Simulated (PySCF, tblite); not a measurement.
# C₃H₁₀BClSi₂: geometry, infrared bands and NMR shifts

What infrared bands and NMR shifts should C₃H₁₀BClSi₂ (`Cl[SiH2]BC1C[SiH2]C1`) show?

The runs use tblite 0.8.0 and PySCF 2.14.0, with density-fitted response routines of our own; the level of theory stands in each step. All values are computed, except where a source is named. Atoms are numbered from 0 throughout.

**1. The starting structure**

17 atoms, charge 0, multiplicity 1; geometry from: force field or distance geometry start.

Bonds of the start (Å): Cl0–Si1 2.08, Si1–B2 1.96, B2–C3 1.56, C3–C4 1.51, C4–Si5 1.85, Si5–C6 1.87, C6–C3 1.52, Si1–H7 1.49, Si1–H8 1.44, B2–H9 1.19, C3–H10 1.13, C4–H11 1.10, C4–H12 1.10, Si5–H13 1.45, Si5–H14 1.45, C6–H15 1.09, C6–H16 1.12.

**2. Optimising the geometry with GFN2-xTB**

The job: settings as JSON, then the geometry in Å.

```
{"job": {"kind": "relax", "xc": "GFN2-xTB", "basis": "xTB"}, "charge": 0, "multiplicity": 1}
Cl    -2.650100     2.092900     1.575500
Si    -2.810600     0.451300     0.302700
B     -1.166100     0.352700    -0.758100
C      0.115000    -0.005800     0.055300
C      1.316400     0.836100    -0.302400
Si     2.351300    -0.606100     0.212700
C      0.709700    -1.377700    -0.226300
H     -2.791200    -0.760600     1.167800
H     -3.932600     0.494900    -0.596100
H     -1.048800     1.158700    -1.626200
H     -0.024600     0.074800     1.170000
H      1.369500     1.694800     0.387600
H      1.421000     1.065200    -1.371100
H      2.575800    -0.631200     1.649800
H      3.466600    -0.956300    -0.641800
H      0.620400    -1.716600    -1.257700
H      0.471500    -2.154900     0.547400
```

Started as:

```sh
OMP_NUM_THREADS=1 python probes_run.py task.json out
```

One launch serves the whole session: the jobs run in the order shown.

**Question.** This job is followed by: GFN2-xTB harmonic vibrations, gas phase; GIAO PBE0/pcSseg-1 NMR shielding, non-relativistic, gas phase. Predict these results of the whole session: strongest single infrared mode (GFN2-xTB); zero-point energy (GFN2-xTB); 13C shifts against TMS (PBE0/pcSseg-1, means over atoms taken as alike); 1H shifts against TMS (PBE0/pcSseg-1, means over atoms taken as alike); 35Cl shifts against HCl (PBE0/pcSseg-1); 29Si shifts against TMS (PBE0/pcSseg-1); 11B shifts against BF3·OEt2 (PBE0/pcSseg-1); surface potential, 1st and 99th percentile.

**Answer**, as computed:

```
                                                               quantity                                         value
                              strongest single infrared mode (GFN2-xTB)                         2261 cm⁻¹, 443 km/mol
                                           zero-point energy (GFN2-xTB)                                 73.5 kcal/mol
13C shifts against TMS (PBE0/pcSseg-1, means over atoms taken as alike)                                 36.5, 5.6 ppm
 1H shifts against TMS (PBE0/pcSseg-1, means over atoms taken as alike)  6.58, 5.18, 5.12, 4.85, 3.73, 1.05, 0.89 ppm
                                35Cl shifts against HCl (PBE0/pcSseg-1)                                      -122 ppm
                                29Si shifts against TMS (PBE0/pcSseg-1)                              -35.4, -38.3 ppm
                            11B shifts against BF3·OEt2 (PBE0/pcSseg-1)                                      60.3 ppm
                                  surface potential, 1st and 99th percentile                            -0.79 V and 1.42 V
```

In words: Over 129 steps the energy fell by 1.020 eV; of the close pairs, C4–Si5 changed most, 1.848 to 1.904 Å. The lowest mode is imaginary (24i cm⁻¹), so the xTB geometry is not a minimum. The strongest single mode, at 2261 cm⁻¹, moves mainly H13. GFN2-xTB is a fitted tight-binding method: band positions and strengths are rough. Its intensities can rank the bands wrongly. By nearest atom (PBE0/pcSseg-1), the HOMO sits on B2 19 %; C3, C4 about 14 % each and the LUMO on B2 44 %; H9 11 %.
